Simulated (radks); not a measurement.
**Nuclear size and the levels of Ge**

One table from this session's results is given with a row withheld; the runs are named, their logs left out.

The numbers are computed with radks (a radial shooting solver on a logarithmic mesh, Libxc functionals) version 1 (Dirac Kohn-Sham, LDA (Slater exchange, Perdew-Wang correlation), spin-unpolarised, spherical densities, finite nucleus; open shells are shared between the two j in proportion to 2j + 1), except any that are marked as measured or tabulated.

### The atom as given

| Item | Value |
| --- | --- |
| element | germanium (Z = 32) |
| charge | 0 |
| electrons | 32 |
| configuration | [Ar] 3d10 4s2 4p2 |
| nuclear rms radius | 4.0742 fm |

The outer shells:

Ge
```
[Ar] core
3d [↑↓][↑↓][↑↓][↑↓][↑↓]
4s [↑↓]
4p [↑ ][↑ ][  ]
```

Set-up of the first run:

Settings of this run:

```text
Z 32
configuration [Ar] 3d10 4s2 4p2 5s0 4d0
relativity Dirac
functional lda,pw
spin unpolarised
j_filling average
nucleus finite rms 4.0742 fm
c 137.035999084
```

Among the steps run: rms radius 4.0742 fm.

One table of the session follows, with a row left open; its other results are not shown here.

It belongs to the step «rms radius 4.0742 fm». Radial density 4πr²ρ:

```
r (bohr)  4πr²ρ (e/bohr)
 0.00214           1.323
 0.00340               ?
 0.00541           6.525
 0.00860           13.12
  0.0137           23.43
  0.0217           34.76
  0.0349           39.35
  0.0554           33.70
  0.0882           34.36
   0.140           45.47
   0.223           33.67
   0.355           23.34
   0.564           28.10
   0.904           12.72
    1.44           3.555
    2.29           1.787
    3.64          0.5586
    5.79         0.06503
```

**Question.** Estimate the row for r (bohr) = 0.00340.

Worked estimate for «4πr²ρ (e/bohr)». A straight line through the neighbours (0.00214, 1.323) and (0.00541, 6.525) gives 1.323 + (6.525 − 1.323) × (0.00340 − 0.00214) / (0.00541 − 0.00214) = 3.327; a parabola fitted to 3 rows on both sides gives 3.141.

As computed: 4πr²ρ (e/bohr): 3.009. In «4πr²ρ (e/bohr)» the line misses by +0.318 and the parabola by +0.132.
